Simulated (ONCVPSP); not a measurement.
# Carbon: generating and testing an ONCV potential

Do these settings give a usable potential? It is generated, then checked for transferability, scattering, ghosts and hardness.

Program: ONCVPSP 4.0.1. Reference atom: LDA (Perdew-Zunger), scalar-relativistic, spherical and spin-unpolarised. All values are calculated.

### Step 1. The design

Typed settings, in words:

| Quantity | Value |
| --- | --- |
| element | carbon (C, Z = 6) |
| type | optimised norm-conserving Vanderbilt (ONCV) |
| frozen core | [He] |
| valence charge | 4 |
| reference configuration | 2s1 2p3 |
| partial waves | 2s: rc 1.20 bohr, ncon 4, nbas 8, qcut 4.5 1/bohr, 1 projector; 2p: rc 1.55 bohr, ncon 4, nbas 7, qcut 4.9 1/bohr, 2 projectors, debl 1.9 Ha; d scattering state at 0.06 Ha: rc 1.15 bohr, ncon 4, nbas 9, qcut 9.6 1/bohr, 2 projectors, debl 0.4 Ha |
| local potential | polynomial inside 1.05 bohr (lpopt 5, dvloc0 6 Ha) |
| core correction | Teter function, fcfact 1.75, rcfact 1.45 |

The nodes and maxima of the atom's own shells, from an earlier all-electron run, set the scale for the radii.

All-electron outer shells of the reference configuration (LDA (Perdew-Zunger), scalar-relativistic, ld1.x):

```tsv
shell	level (eV)	outermost node (bohr)	outermost maximum (bohr)
1s	-271.65	–	0.18
2s	-14.08	0.38	1.22
2p	-5.82	–	1.19
```

### Step 2. Generating the potential

The input, C.dat:

```
# ATOM AND REFERENCE CONFIGURATION
# atsym  z   nc   nv     iexc    psfile
  C 6.00    1    2        3      upf
#
#   n    l    f
    1    0    2.00
    2    0    1.00
    2    1    3.00
#
# PSEUDOPOTENTIAL AND OPTIMIZATION
# lmax
    2
#
#   l,   rc,      ep,       ncon, nbas, qcut
    0    1.20    0.00    4    8    4.50
    1    1.55    0.00    4    7    4.90
    2    1.15    0.06    4    9    9.60
#
# LOCAL POTENTIAL
# lloc, lpopt,  rc(5),   dvloc0
    4    5    1.05    6.00
#
# VANDERBILT-KLEINMAN-BYLANDER PROJECTORs
# l, nproj, debl
    0    1    0.80
    1    2    1.90
    2    2    0.40
#
# MODEL CORE CHARGE
# icmod, fcfact, rcfact
    3    1.75    1.45
#
# LOG DERIVATIVE ANALYSIS
# epsh1, epsh2, depsh
   -2.00    5.00    0.02
#
# OUTPUT GRID
# rlmax, drl
    6.00    0.01
#
# TEST CONFIGURATIONS
# ncnf
    4
# nvcnf
#   n    l    f
    2
    2    0    2.00
    2    1    2.00
#
    2
    2    0    2.00
    2    1    1.00
#
    2
    2    0    2.00
    2    1    0.00
#
    2
    2    0    2.00
    2    1    1.50
#
```

Started as:

```console
oncvpsp.x < C.dat > C.out
```

What does the calculation give? Wanted: cutoffs for 1 and 0.1 mHa per electron, occupied waves; bound ghosts; GHOST(+) flags; largest test error; largest phase difference near zero energy, channels read; rms error of d²Exc/dn², without and with the model core.

**Answer**, as computed:

| quantity | value |
| --- | --- |
| cutoffs for 1 and 0.1 mHa per electron, occupied waves | 56 Ha and 115 Ha |
| bound ghosts | none found |
| GHOST(+) flags | none at low energy |
| largest test error (AE − PS) | +376 meV, for 2s2 2p0 |
| largest phase difference near zero energy, channels read | 0.004 rad |
| rms error of d²Exc/dn², without and with the model core | 2.75 and 1.66 mHa |

What this shows: The worst unpolarised test, 2s2 2p0, is off by 376 meV on 27.0 eV; by total energies transferability rates as poor. It counts as hard, with 56 Ha needed at the looser tolerance. At the looser tolerance the 2s wave is the slowest; 2p needs 47 Ha. No bound ghost shows below the valence levels. Near zero energy the phases of the channels with partial waves agree within 0.004 rad.
